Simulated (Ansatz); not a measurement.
# Mg: the cost of one run

Method: DFT PBE+D3(BJ), scalar-relativistic, plane waves, PAW, in Ansatz 0.2.0.

## Step 1: Starting point

It takes space group P6_3/mmc (No. 194, hexagonal). The conventional cell has a = 3.209 Å, b = 3.209 Å, c = 5.210 Å, α = 90.00°, β = 90.00°, γ = 120.00°. Around Mg (site symmetry -6m2) lie 12 Mg at 3.20 to 3.21 Å.

Structure file:

```cif
data_structure
_symmetry_space_group_name_H-M 'P6_3/mmc'
_symmetry_Int_Tables_number 194
_cell_length_a 3.2093
_cell_length_b 3.2093
_cell_length_c 5.2103
_cell_angle_alpha 90.000
_cell_angle_beta 90.000
_cell_angle_gamma 120.000
_cell_volume 46.47
loop_
_atom_site_label
_atom_site_type_symbol
_atom_site_symmetry_multiplicity
_atom_site_Wyckoff_symbol
_atom_site_fract_x
_atom_site_fract_y
_atom_site_fract_z
_atom_site_occupancy
Mg1 Mg 2 c 0.33333 0.66667 0.25000 1
```

The structure rests on an entry of the Crystallography Open Database; cell or positions may have been set otherwise for this series.

## Step 2: Relaxing cell and atoms: Mg, no spin

The input, input.yaml:

```yaml
crystal:
  lattice:
    - [3.2093, 0.0, 0.0]
    - [-1.60465, 2.7793353284, 0.0]
    - [0.0, 0.0, 5.2103]
  atoms:
    - { symbol: Mg, position: [0.3333333333, 0.6666666667, 0.25] }
    - { symbol: Mg, position: [0.6666666667, 0.3333333333, 0.75] }
scf:
  occupations: { method: methfessel_paxton, width: 0.1 }
output:
  forces: true
  stress: true
  eigenvalues: true
  write_density: true
  write_potential: true
  elf: true
  volumetric_format: npy
kpoints:
  mp_grid: { grid: [21, 21, 12] }
hamiltonian:
  xc: pbe
  dispersion: d3bj
relax:
  f_tol: 0.01
  adjacent_minimum: "off"
  cell: { stress_tol: 0.05 }
```

Started as:

```console
$ ansatz run input.yaml --threads 2 --pin off --max-ram 6144MiB --backend cpu --events-out ev --progress --plain --runs-dir out
```

**Question.** How long does this run take on 2 threads of Intel Xeon 6975P-C (Granite Rapids), shared host, and how much memory does it need?

About 12 s, with a peak of 0.51 GiB.
